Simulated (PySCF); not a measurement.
# CH4Cl2Si (Methyldichlorosilane): the cost of one run

Computed with PySCF 2.14.0, with density-fitted response routines of our own, on a single molecule in the gas phase. Atoms count from 0, in the outputs and in this text.

## Step 1: Starting geometry

8 atoms, charge 0, multiplicity 1; geometry from: GFN2-xTB.

Bonds of the start (Å): C0–Si1 1.90, Si1–Cl2 2.02, Si1–Cl3 2.02, C0–H4 1.09, C0–H5 1.09, C0–H6 1.09, Si1–H7 1.46.

## Step 2: Optimising the geometry at PBE0-D3(BJ)/def2-SVP

Job settings and geometry (Å):

```
{"job": {"xc": "PBE0", "basis": "def2-SVP", "d3": "d3bj", "grid": 1, "kind": "geom"}, "charge": 0, "multiplicity": 1}
C     -1.011140    -0.227660    -0.055850
Si     0.828110     0.182040     0.162800
Cl     1.939010    -1.176310    -0.839010
Cl     1.218880     2.019260    -0.582080
H     -1.305470    -0.202030    -1.102820
H     -1.235600    -1.220190     0.323460
H     -1.641210     0.476390     0.479420
H      1.225540     0.167320     1.564960
```

Launch:

```
OMP_NUM_THREADS=1 python probes_run.py task.json out
```

The driver reads the jobs from task.json and runs them one after another.

**Question.** How long does this first job take on 1 thread of Arm Neoverse V1, shared host, and how much memory does it need?

About 10 s, with a peak of 0.35 GiB.
